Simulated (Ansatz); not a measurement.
# Si16Ge: the cost of one run

Method: DFT PBEsol, plane waves, PAW, scalar-relativistic, no spin polarisation, in Ansatz 0.2.0.

### 1 The structure to begin with

The cell holds 17 atoms (GeSi16): a = 7.679 Å, b = 7.679 Å, c = 7.679 Å, α = 60.00°, β = 60.00°, γ = 60.00°.

The coordinates stand in the first input below.

### 2 Relaxing end A

Input file input.yaml:

```yaml
crystal:
  lattice:
    - [0.0, 5.43, 5.43]
    - [5.43, 0.0, 5.43]
    - [5.43, 5.43, 0.0]
  atoms:
    - { symbol: Si, position: [0.0, 0.0, 0.0] }
    - { symbol: Si, position: [0.125, 0.125, 0.125] }
    - { symbol: Si, position: [0.0, 0.0, 0.5] }
    - { symbol: Si, position: [0.125, 0.125, 0.625] }
    - { symbol: Si, position: [0.0, 0.5, 0.0] }
    - { symbol: Si, position: [0.125, 0.625, 0.125] }
    - { symbol: Si, position: [0.0, 0.5, 0.5] }
    - { symbol: Si, position: [0.125, 0.625, 0.625] }
    - { symbol: Si, position: [0.5, 0.0, 0.0] }
    - { symbol: Si, position: [0.625, 0.125, 0.125] }
    - { symbol: Si, position: [0.5, 0.0, 0.5] }
    - { symbol: Si, position: [0.625, 0.125, 0.625] }
    - { symbol: Si, position: [0.5, 0.5, 0.0] }
    - { symbol: Si, position: [0.625, 0.625, 0.125] }
    - { symbol: Si, position: [0.5, 0.5, 0.5] }
    - { symbol: Si, position: [0.625, 0.625, 0.625] }
    - { symbol: Ge, position: [0.2453887, 0.7603437, 0.7459859] }
basis:
  ecutwfc: 420.0
kpoints:
  mp_grid: { grid: [2, 2, 2] }
hamiltonian:
  xc: pbesol
  pseudopotentials: { kind: paw, azcp: { folder: soft_1 } }
scf:
  occupations: { method: fermi_dirac, width: 0.02 }
  lower_state_search: "off"
relax:
  f_tol: 0.03
  max_steps: 60
  adjacent_minimum: "off"
output:
  write_density: true
  write_potential: true
  elf: true
  volumetric_format: npy
```

Started as:

```console
$ ansatz run input.yaml --threads 1 --pin off --max-ram 3072MiB --backend cpu --events-out ev --progress --plain --runs-dir out
```

**Question.** How long does this run take on 1 thread of Arm Neoverse V1, shared host, and how much memory does it need?

About 35 s, with a peak of 0.55 GiB.
